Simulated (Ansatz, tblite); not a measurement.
# Si(NMeEt)2Me2 (C8H22N2Si): rung by rung

Aim: run the singlet of Si(NMeEt)2Me2 (C8H22N2Si) at one geometry on many levels, and compare frontier levels, spin and run time.

Program: Ansatz 0.2.0, Gaussian basis. Level of theory: as each input shows. These are calculated values, not measurements.

The runs, in order: GFN1-xTB, GFN2-xTB, PBE-D4/def2-TZVP, r2SCAN-D4/def2-TZVP, revPBE-D4/def2-TZVP, B3LYP-D4/def2-TZVP, PBE-D4/def2-SVP, PBE0-D4/def2-SVP, HF/STO-3G, HF/6-31G, B3LYP-D4/6-31G, MP2/def2-SVP.

4 further runs of the same task are left out: 2 that didn't finish, 2 set aside as unsound or not needed. Runs told in other sessions of the task aren't counted.

### 1 The relaxed structure

The singlet was relaxed beforehand with PBE-D4/def2-SVP.

33 atoms, charge 0, spin multiplicity 1.

Bond lengths: Si1–N2 1.761 Å, Si1–N14 1.761 Å, Si1–C26 1.892 Å, Si1–C30 1.891 Å, N2–C3 1.452 Å, N2–C4 1.455 Å, C3–H6 1.116 Å, C3–H7 1.118 Å, C3–H8 1.109 Å, C4–C5 1.535 Å, C4–H9 1.117 Å, C4–H10 1.110 Å, C5–H11 1.110 Å, C5–H12 1.110 Å, C5–H13 1.109 Å, N14–C15 1.452 Å, N14–C16 1.456 Å, C15–H18 1.116 Å and more. Angles: N2–Si1–N14 106.0°, N2–Si1–C26 107.5°, N2–Si1–C30 113.4°, N14–Si1–C26 113.5°, N14–Si1–C30 107.4°, C26–Si1–C30 109.3°, Si1–N2–C3 118.8°, Si1–N2–C4 123.9°, C3–N2–C4 115.2°, N2–C3–H6 111.1°, N2–C3–H7 114.1°, N2–C3–H8 109.6°, H6–C3–H7 106.9°, H6–C3–H8 107.3°, H7–C3–H8 107.6°, N2–C4–C5 115.2°, N2–C4–H9 108.5°, N2–C4–H10 109.0° and more.

PBE0-D4/def2-TZVP was run before; its log isn't repeated, and its numbers join the tables.

### 2 GFN1-xTB

Tight binding, by tblite at 300 K electronic temperature and without a spin-polarisation term:

```python
tblite.interface.Calculator('GFN1-xTB', numbers, positions, charge=0, uhf=0).singlepoint()
```

Energy -1008.6040 eV, HOMO -10.08 eV, LUMO -3.73 eV; 0.025 s.

### 3 GFN2-xTB

Tight binding, by tblite at 300 K electronic temperature and without a spin-polarisation term:

```python
tblite.interface.Calculator('GFN2-xTB', numbers, positions, charge=0, uhf=0).singlepoint()
```

Energy -978.1940 eV, HOMO -9.19 eV, LUMO -3.19 eV; 0.018 s.

### 4 PBE-D4/def2-TZVP

start.molden holds the orbitals of an earlier run on this state, given as this run's starting guess.

Contents of in.yaml:

```yaml
crystal:
  periodic: [false, false, false]
  atoms:
    - {symbol: Si, position_ang: [-0.343462, 0.012310, -0.242149]}
    - {symbol: N, position_ang: [-0.283014, 0.070813, 1.516493]}
    - {symbol: C, position_ang: [0.382029, -1.004538, 2.229768]}
    - {symbol: C, position_ang: [-1.146459, 0.913817, 2.330234]}
    - {symbol: C, position_ang: [-2.501900, 0.295112, 2.700992]}
    - {symbol: H, position_ang: [0.970494, -0.610398, 3.092388]}
    - {symbol: H, position_ang: [-0.312054, -1.781127, 2.636351]}
    - {symbol: H, position_ang: [1.095252, -1.515349, 1.550555]}
    - {symbol: H, position_ang: [-0.599640, 1.182255, 3.266379]}
    - {symbol: H, position_ang: [-1.319086, 1.874004, 1.800301]}
    - {symbol: H, position_ang: [-3.084929, 0.970459, 3.361426]}
    - {symbol: H, position_ang: [-3.109896, 0.098762, 1.793089]}
    - {symbol: H, position_ang: [-2.378520, -0.668819, 3.236104]}
    - {symbol: N, position_ang: [1.325886, -0.144450, -0.780271]}
    - {symbol: C, position_ang: [2.304188, 0.824190, -0.319676]}
    - {symbol: C, position_ang: [1.734147, -0.938271, -1.930330]}
    - {symbol: C, position_ang: [1.687754, -0.205706, -3.279415]}
    - {symbol: H, position_ang: [3.279179, 0.331346, -0.090418]}
    - {symbol: H, position_ang: [2.516668, 1.642839, -1.051164]}
    - {symbol: H, position_ang: [1.944917, 1.297314, 0.617476]}
    - {symbol: H, position_ang: [2.772036, -1.311487, -1.753602]}
    - {symbol: H, position_ang: [1.096996, -1.845635, -1.988469]}
    - {symbol: H, position_ang: [2.057797, -0.853638, -4.101541]}
    - {symbol: H, position_ang: [0.650437, 0.101601, -3.528758]}
    - {symbol: H, position_ang: [2.314397, 0.709729, -3.269325]}
    - {symbol: C, position_ang: [-1.179095, 1.602548, -0.834365]}
    - {symbol: H, position_ang: [-2.233009, 1.687709, -0.498134]}
    - {symbol: H, position_ang: [-1.179837, 1.615076, -1.943979]}
    - {symbol: H, position_ang: [-0.634513, 2.506464, -0.492148]}
    - {symbol: C, position_ang: [-1.294654, -1.479628, -0.910682]}
    - {symbol: H, position_ang: [-2.336334, -1.439464, -0.530199]}
    - {symbol: H, position_ang: [-0.851851, -2.437375, -0.567886]}
    - {symbol: H, position_ang: [-1.343933, -1.500482, -2.019021]}
basis:
  gaussian: {orbitals: def2-TZVP, initial_orbitals: start.molden}
hamiltonian: {xc: pbe, dispersion: d4}
scf: {omitted_lower_state_checks: [starts]}
output: {orbitals: {seedname: orbitals}}
```

On the command line:

```sh
$ ansatz run in.yaml --threads 4 --pin off --events-out ev --progress --plain --max-ram 6963MiB
```

Log:

```text
Functional definition: PBE
  name "PBE"
  cite "Perdew, Burke & Ernzerhof, Phys. Rev. Lett. 77, 3865 (1996) doi:10.1103/PhysRevLett.77.3865"
  parent pbe
  parameter kappa = 0.804
  parameter beta = 0.06672455060314922
  exchange = pbe_x(kappa = kappa, mu = beta*pi^2/3)
  correlation = pbe_c(beta = beta)
these checks for a lower state are left out or cut short: starts
2970 factors; their error is unknown
mean field evaluation 1: about -19498.8164 eV, gradient 1.4e1 eV
mean field evaluation 2: about -19499.0453 eV, gradient 2.2e-1 eV
mean field evaluation 4: about -19498.9455 eV, gradient 1.2e-3 eV
mean field -19498.94547110 eV, -716.5730292030 hartree, gradient 1.0e-5 eV, S^2 0.000000; 0 other end points of the search recorded, 0 dependent functions left out
reference -19498.94554321 eV, -716.5730318531 hartree; 49, 49 occupied and 430, 430 virtual orbitals, 2970 factors
Total energy: -19499.89767581 eV, -716.6080220808 hartree
Checks for a lower state left out: starts
```

It took 13 s on 4 threads of Arm Neoverse V1, shared host; peak memory 1.3 GiB.

From the report: HOMO -4.69 eV, LUMO 0.00 eV.

### 5 r2SCAN-D4/def2-TZVP

Changes to in.yaml since step 4:

```diff
@@ -38,3 +38,3 @@
   gaussian: {orbitals: def2-TZVP, initial_orbitals: start.molden}
-hamiltonian: {xc: pbe, dispersion: d4}
+hamiltonian: {xc: r2scan, dispersion: d4}
 scf: {omitted_lower_state_checks: [starts]}
```

Launched as before.

Log:

```text
Functional definition: r2SCAN
  name "r2SCAN"
  cite "Furness, Kaplan, Ning, Perdew & Sun, J. Phys. Chem. Lett. 11, 8208 (2020) doi:10.1021/acs.jpclett.0c02405"
  cite "Furness, Kaplan, Ning, Perdew & Sun, J. Phys. Chem. Lett. 11, 9248 (2020) doi:10.1021/acs.jpclett.0c03077"
  parent r2scan
  parameter k0 = 0.174
  parameter k1 = 0.065
  parameter a1 = 4.9479
  exchange = r2scan_x(k0 = k0, k1 = k1, a1 = a1)
  correlation = r2scan_c
these checks for a lower state are left out or cut short: starts
2970 factors; their error is unknown
mean field evaluation 1: about -19511.3579 eV, gradient 7.9e0 eV
mean field evaluation 2: about -19511.4415 eV, gradient 8.4e-2 eV
mean field evaluation 4: about -19511.3537 eV, gradient 8.7e-4 eV
mean field -19511.35370375 eV, -717.0290233423 hartree, gradient 1.1e-5 eV, S^2 0.000000; 0 other end points of the search recorded, 0 dependent functions left out
reference -19511.35372321 eV, -717.0290240575 hartree; 49, 49 occupied and 430, 430 virtual orbitals, 2970 factors
Total energy: -19511.63831629 eV, -717.0394826601 hartree
Checks for a lower state left out: starts
```

Run time: 23 s. Hardware: 4 threads of Arm Neoverse V1, shared host; peak memory 1.4 GiB.

Report: HOMO -4.91 eV, LUMO 0.61 eV.

### 6 revPBE-D4/def2-TZVP

Changes to in.yaml since step 5:

```diff
@@ -38,4 +38,4 @@
   gaussian: {orbitals: def2-TZVP, initial_orbitals: start.molden}
-hamiltonian: {xc: r2scan, dispersion: d4}
+hamiltonian: {xc: {name: revPBE}, dispersion: d4}
 scf: {omitted_lower_state_checks: [starts]}
-output: {orbitals: {seedname: orbitals}}
+output: {forces: true, orbitals: {seedname: orbitals}}
```

Launched as before.

Log (excerpt; [...] marks lines left out):

```text
Functional definition: revPBE
  name "revPBE"
  cite "Zhang & Yang, Phys. Rev. Lett. 80, 890 (1998) doi:10.1103/PhysRevLett.80.890"
  cite "Perdew, Burke & Ernzerhof, Phys. Rev. Lett. 77, 3865 (1996) doi:10.1103/PhysRevLett.77.3865"
[...]
2970 factors; their error is unknown
[...]
mean field -19513.49315930 eV, -717.1076468836 hartree, gradient 2.4e-5 eV, S^2 0.000000; 0 other end points of the search recorded, 0 dependent functions left out
[...]
reference -19513.49324977 eV, -717.1076502083 hartree; 49, 49 occupied and 430, 430 virtual orbitals, 2970 factors
Total energy: -19516.26857435 eV, -717.2096415054 hartree
Atom 0 at    -0.343462     0.012310    -0.242149 Å, force     0.305905    -0.018970     0.211853 eV/Å
Atom 1 at    -0.283014     0.070813     1.516493 Å, force    -0.032722     0.030775    -0.549666 eV/Å
[...]
Atom 24 at     2.314397     0.709729    -3.269325 Å, force    -0.155690    -0.243396     0.016540 eV/Å
Atom 25 at    -1.179095     1.602548    -0.834365 Å, force    -0.067903     0.145804    -0.054784 eV/Å
Atom 26 at    -2.233009     1.687709    -0.498134 Å, force     0.262198    -0.024829    -0.078297 eV/Å
Atom 27 at    -1.179837     1.615076    -1.943979 Å, force    -0.001575    -0.003558     0.264628 eV/Å
Atom 28 at    -0.634513     2.506464    -0.492148 Å, force    -0.134695    -0.228796    -0.080842 eV/Å
Atom 29 at    -1.294654    -1.479628    -0.910682 Å, force    -0.091160    -0.137484    -0.052170 eV/Å
Atom 30 at    -2.336334    -1.439464    -0.530199 Å, force     0.247270    -0.010490    -0.094013 eV/Å
Atom 31 at    -0.851851    -2.437375    -0.567886 Å, force    -0.106769     0.243382    -0.086244 eV/Å
Atom 32 at    -1.343933    -1.500482    -2.019021 Å, force     0.018009     0.010702     0.278564 eV/Å
Dipole moment:    -0.010646     0.001445    -0.005914 e Å
Checks for a lower state left out: starts
```

Run time: 16 s. Hardware: 4 threads of Arm Neoverse V1, shared host; peak memory 1.3 GiB.

HOMO -4.63 eV, LUMO 0.13 eV.

### 7 B3LYP-D4/def2-TZVP

Changes to in.yaml since step 6:

```diff
@@ -38,4 +38,4 @@
   gaussian: {orbitals: def2-TZVP, initial_orbitals: start.molden}
-hamiltonian: {xc: {name: revPBE}, dispersion: d4}
+hamiltonian: {xc: {name: B3LYP}, dispersion: d4}
 scf: {omitted_lower_state_checks: [starts]}
-output: {forces: true, orbitals: {seedname: orbitals}}
+output: {orbitals: {seedname: orbitals}}
```

Same command.

Log (excerpt; [...] marks lines left out):

```text
Functional definition: B3LYP
  name "B3LYP"
  cite "Stephens, Devlin, Chabalowski & Frisch, J. Phys. Chem. 98, 11623 (1994) doi:10.1021/j100096a001"
  cite "Becke, Phys. Rev. A 38, 3098 (1988) doi:10.1103/PhysRevA.38.3098"
  cite "Lee, Yang & Parr, Phys. Rev. B 37, 785 (1988) doi:10.1103/PhysRevB.37.785"
  cite "Vosko, Wilk & Nusair, Can. J. Phys. 58, 1200 (1980) doi:10.1139/p80-159"
[...]
2979 factors; their error is unknown
[...]
mean field -19520.20052288 eV, -717.3541379488 hartree, gradient 1.2e-5 eV, S^2 0.000000; 0 other end points of the search recorded, 0 dependent functions left out
reference -19520.20098056 eV, -717.3541547681 hartree; 49, 49 occupied and 430, 430 virtual orbitals, 2979 factors
Total energy: -19521.68617854 eV, -717.4087347873 hartree
Checks for a lower state left out: starts
```

Run time: 28 s. Hardware: 4 threads of Arm Neoverse V1, shared host; peak memory 2.6 GiB.

HOMO -5.76 eV, LUMO 0.48 eV.

### 8 PBE-D4/def2-SVP

Changes to in.yaml since step 7:

```diff
@@ -37,4 +37,4 @@
 basis:
-  gaussian: {orbitals: def2-TZVP, initial_orbitals: start.molden}
-hamiltonian: {xc: {name: B3LYP}, dispersion: d4}
+  gaussian: {orbitals: def2-SVP, initial_orbitals: start.molden}
+hamiltonian: {xc: pbe, dispersion: d4}
 scf: {omitted_lower_state_checks: [starts]}
```

The command is unchanged.

Log:

```text
Functional definition: PBE
  name "PBE"
  cite "Perdew, Burke & Ernzerhof, Phys. Rev. Lett. 77, 3865 (1996) doi:10.1103/PhysRevLett.77.3865"
  parent pbe
  parameter kappa = 0.804
  parameter beta = 0.06672455060314922
  exchange = pbe_x(kappa = kappa, mu = beta*pi^2/3)
  correlation = pbe_c(beta = beta)
these checks for a lower state are left out or cut short: starts
3080 factors; their error is unknown
mean field evaluation 1: about -19483.1293 eV, gradient 1.2e1 eV
mean field evaluation 2: about -19483.5320 eV, gradient 3.0e-1 eV
mean field evaluation 4: about -19483.3664 eV, gradient 8.1e-4 eV
mean field -19483.36640429 eV, -716.0005090575 hartree, gradient 1.8e-5 eV, S^2 0.000000; 0 other end points of the search recorded, 0 dependent functions left out
reference -19483.36645395 eV, -716.0005108825 hartree; 49, 49 occupied and 219, 219 virtual orbitals, 3080 factors
Total energy: -19484.31858655 eV, -716.0355011102 hartree
Checks for a lower state left out: starts
```

Run time: 6 s. Hardware: 4 threads of Arm Neoverse V1, shared host.

HOMO -4.53 eV, LUMO 0.46 eV.

### 9 PBE0-D4/def2-SVP

Changes to in.yaml since step 8:

```diff
@@ -38,3 +38,3 @@
   gaussian: {orbitals: def2-SVP, initial_orbitals: start.molden}
-hamiltonian: {xc: pbe, dispersion: d4}
+hamiltonian: {xc: pbe0, dispersion: d4}
 scf: {omitted_lower_state_checks: [starts]}
```

The command is unchanged.

Log:

```text
Functional definition: PBE0
  name "PBE0"
  cite "Adamo & Barone, J. Chem. Phys. 110, 6158 (1999) doi:10.1063/1.478522"
  cite "Perdew, Burke & Ernzerhof, Phys. Rev. Lett. 77, 3865 (1996) doi:10.1103/PhysRevLett.77.3865"
  parent pbe
  parameter a = 0.25
  parameter kappa = 0.804
  parameter beta = 0.06672455060314922
  exchange = (1 - a)*pbe_x(kappa = kappa, mu = beta*pi^2/3) + a*exact_x
  correlation = pbe_c(beta = beta)
these checks for a lower state are left out or cut short: starts
3080 factors; their error is unknown
mean field evaluation 1: about -19486.1750 eV, gradient 9.3e0 eV
mean field evaluation 2: about -19486.4161 eV, gradient 1.7e-1 eV
mean field evaluation 4: about -19486.4066 eV, gradient 4.9e-4 eV
mean field -19486.40660671 eV, -716.1122344359 hartree, gradient 1.6e-5 eV, S^2 0.000000; 0 other end points of the search recorded, 0 dependent functions left out
reference -19486.40664601 eV, -716.1122358802 hartree; 49, 49 occupied and 219, 219 virtual orbitals, 3080 factors
Total energy: -19487.23309658 eV, -716.1426073785 hartree
Checks for a lower state left out: starts
```

Wall time 11 s (4 threads of Arm Neoverse V1, shared host); peak memory 1.5 GiB.

HOMO -5.86 eV, LUMO 1.29 eV.

### 10 HF/STO-3G

Changes to in.yaml since step 9:

```diff
@@ -37,4 +37,4 @@
 basis:
-  gaussian: {orbitals: def2-SVP, initial_orbitals: start.molden}
-hamiltonian: {xc: pbe0, dispersion: d4}
+  gaussian: {orbitals: STO-3G}
+hamiltonian: {xc: hf}
 scf: {omitted_lower_state_checks: [starts]}
```

Launched as before.

Log:

```text
Functional definition: HF
  name "HF"
  cite "Fock, Z. Phys. 61, 126 (1930) doi:10.1007/BF01340294"
  parent pbe
  exchange = exact_x
  correlation = 0
these checks for a lower state are left out or cut short: starts
1132 factors; integrals over basis functions are off by at most 4.0e-5 eV
mean field evaluation 1: about -19187.3000 eV, gradient 2.7e1 eV
mean field evaluation 2: about -19187.9860 eV, gradient 2.7e1 eV
mean field evaluation 4: about -19190.6154 eV, gradient 2.1e0 eV
mean field evaluation 8: about -19190.6310 eV, gradient 2.5e-4 eV
mean field -19190.63102743 eV, -705.2426823811 hartree, gradient 6.0e-6 eV, S^2 0.000000; 0 other end points of the search recorded, 0 dependent functions left out
reference -19190.63102743 eV, -705.2426823811 hartree; 49, 49 occupied and 32, 32 virtual orbitals, 1132 factors
Total energy: -19190.63102743 eV, -705.2426823811 hartree
Checks for a lower state left out: starts
```

Wall time 0.75 s (4 threads of Arm Neoverse V1, shared host).

From the report: HOMO -6.83 eV, LUMO 12.66 eV.

### 11 HF/6-31G

Changes to in.yaml since step 10:

```diff
@@ -37,3 +37,3 @@
 basis:
-  gaussian: {orbitals: STO-3G}
+  gaussian: {orbitals: 6-31G}
 hamiltonian: {xc: hf}
```

The command is unchanged.

Log:

```text
Functional definition: HF
  name "HF"
  cite "Fock, Z. Phys. 61, 126 (1930) doi:10.1007/BF01340294"
  parent pbe
  exchange = exact_x
  correlation = 0
these checks for a lower state are left out or cut short: starts
2124 factors; integrals over basis functions are off by at most 1.7e-4 eV
mean field evaluation 1: about -19406.6490 eV, gradient 4.4e1 eV
mean field evaluation 2: about -19406.6410 eV, gradient 4.4e1 eV
mean field evaluation 4: about -19412.0593 eV, gradient 5.3e0 eV
mean field evaluation 8: about -19412.1322 eV, gradient 3.9e-2 eV
mean field -19412.13216743 eV, -713.3826991373 hartree, gradient 6.3e-5 eV, S^2 0.000000; 0 other end points of the search recorded, 0 dependent functions left out
reference -19412.13216743 eV, -713.3826991373 hartree; 49, 49 occupied and 98, 98 virtual orbitals, 2124 factors
Total energy: -19412.13216743 eV, -713.3826991373 hartree
Checks for a lower state left out: starts
```

Run time: 2.1 s. Hardware: 4 threads of Arm Neoverse V1, shared host.

HOMO -8.95 eV, LUMO 5.19 eV.

### 12 B3LYP-D4/6-31G

Changes to in.yaml since step 11:

```diff
@@ -38,3 +38,3 @@
   gaussian: {orbitals: 6-31G}
-hamiltonian: {xc: hf}
+hamiltonian: {xc: {name: B3LYP}, dispersion: d4}
 scf: {omitted_lower_state_checks: [starts]}
```

Same command.

Log (excerpt; [...] marks lines left out):

```text
Functional definition: B3LYP
  name "B3LYP"
  cite "Stephens, Devlin, Chabalowski & Frisch, J. Phys. Chem. 98, 11623 (1994) doi:10.1021/j100096a001"
  cite "Becke, Phys. Rev. A 38, 3098 (1988) doi:10.1103/PhysRevA.38.3098"
  cite "Lee, Yang & Parr, Phys. Rev. B 37, 785 (1988) doi:10.1103/PhysRevB.37.785"
  cite "Vosko, Wilk & Nusair, Can. J. Phys. 58, 1200 (1980) doi:10.1139/p80-159"
[...]
2124 factors; integrals over basis functions are off by at most 1.7e-4 eV
[...]
mean field -19510.55623848 eV, -716.9997170341 hartree, gradient 3.1e-5 eV, S^2 0.000000; 0 other end points of the search recorded, 0 dependent functions left out
reference -19510.55655905 eV, -716.9997288149 hartree; 49, 49 occupied and 98, 98 virtual orbitals, 2124 factors
Total energy: -19512.04175704 eV, -717.0543088342 hartree
Checks for a lower state left out: starts
```

Run time: 4.9 s. Hardware: 4 threads of Arm Neoverse V1, shared host.

From the report: HOMO -5.35 eV, LUMO 1.65 eV.

### 13 MP2/def2-SVP

Changes to in.yaml since step 12:

```diff
@@ -37,4 +37,4 @@
 basis:
-  gaussian: {orbitals: 6-31G}
-hamiltonian: {xc: {name: B3LYP}, dispersion: d4}
+  gaussian: {orbitals: def2-SVP, initial_orbitals: start.molden}
+correlation: {method: mp2}
 scf: {omitted_lower_state_checks: [starts]}
```

Same command.

Log:

```text
Functional definition: HF
  name "HF"
  cite "Fock, Z. Phys. 61, 126 (1930) doi:10.1007/BF01340294"
  parent pbe
  exchange = exact_x
  correlation = 0
these checks for a lower state are left out or cut short: starts
2778 factors; integrals over basis functions are off by at most 1.3e-3 eV
mean field evaluation 1: about -19406.5699 eV, gradient 3.0e1 eV
mean field evaluation 2: about -19408.1232 eV, gradient 1.2e0 eV
mean field evaluation 4: about -19408.1404 eV, gradient 6.1e-2 eV
mean field evaluation 8: about -19408.1404 eV, gradient 1.2e-6 eV
mean field -19408.14042990 eV, -713.2360054887 hartree, gradient 1.2e-6 eV, S^2 0.000000; 0 other end points of the search recorded, 0 dependent functions left out
15 core orbitals not correlated: weight in the atoms' cores, before any rotation towards them, 1.000 or more for the frozen orbitals, at most 0.000 for the correlated occupied ones
reference -19408.14042990 eV, -713.2360054887 hartree; 34, 34 occupied and 219, 219 virtual orbitals, 2778 factors
second order -43.60723242 eV of doubles, -0.00000000 eV of singles
Total energy: -19451.74766232 eV, -714.8385417223 hartree
Checks for a lower state left out: starts
```

Wall time 11 s (4 threads of Arm Neoverse V1, shared host); peak memory 1 GiB.

Report: Hartree-Fock HOMO -9.15 eV, LUMO 4.18 eV.

### 14 Comparison

| level | functions | HOMO (eV) | LUMO (eV) | gap (eV) | time |
| --- | --- | --- | --- | --- | --- |
| HF/STO-3G | 81 | -6.83 | 12.66 | 19.48 | 0.75 s |
| HF/6-31G | 147 | -8.95 | 5.19 | 14.13 | 2.1 s |
| PBE-D4/def2-SVP | 268 | -4.53 | 0.46 | 4.99 | 6 s |
| PBE-D4/def2-TZVP | 479 | -4.69 | 0.00 | 4.69 | 13 s |
| revPBE-D4/def2-TZVP | 479 | -4.63 | 0.13 | 4.76 | 16 s |
| r2SCAN-D4/def2-TZVP | 479 | -4.91 | 0.61 | 5.51 | 23 s |
| B3LYP-D4/6-31G | 147 | -5.35 | 1.65 | 7.00 | 4.9 s |
| B3LYP-D4/def2-TZVP | 479 | -5.76 | 0.48 | 6.25 | 28 s |
| PBE0-D4/def2-SVP | 268 | -5.86 | 1.29 | 7.15 | 11 s |
| PBE0-D4/def2-TZVP | 479 | -5.96 | 0.78 | 6.75 | 28 s |

The pieces so far (eV):

| basis | HF | MP2 correlation | total |
| --- | --- | --- | --- |
| def2-SVP | -19408.1404 | -43.6072 | -19451.7477 (MP2) |

### 15 Binding energy

Free atoms were run apart at each level; binding is atoms less cluster, divided by the number of atoms, without zero-point or spin-orbit terms.

| level | binding an atom (eV) |
| --- | --- |
| HF/STO-3G | 3.700 |
| HF/6-31G | 2.804 |
| HF/def2-SVP | 3.021 |
| PBE-D4/def2-SVP | 4.122 |
| PBE-D4/def2-TZVP | 4.091 |
| revPBE-D4/def2-TZVP | 4.010 |
| r2SCAN-D4/def2-TZVP | 4.019 |
| B3LYP-D4/6-31G | 3.929 |
| B3LYP-D4/def2-TZVP | 4.029 |
| PBE0-D4/def2-SVP | 4.074 |
| PBE0-D4/def2-TZVP | 4.040 |
| MP2/def2-SVP | 3.862 |

### 16 Summary of results

```
                                                 quantity                                 value
gap in def2-TZVP, named functionals, smallest and largest   4.69 eV (PBE-D4), 6.75 eV (PBE0-D4)
                         correlation energy, MP2/def2-SVP                             -43.61 eV
                binding an atom, functionals in def2-TZVP  4.01 (revPBE-D4) to 4.09 eV (PBE-D4)
          PBE0 total energy, smallest basis above largest        15.22 eV (def2-SVP, def2-TZVP)
```

What this shows: Over the named functionals in def2-TZVP the gap runs from 4.69 eV (PBE-D4) to 6.75 eV (PBE0-D4); exact exchange widens it.

The slowest run with a step of its own, B3LYP-D4/def2-TZVP, took 28 s; the quickest functional in def2-TZVP took 13 s (shared host).
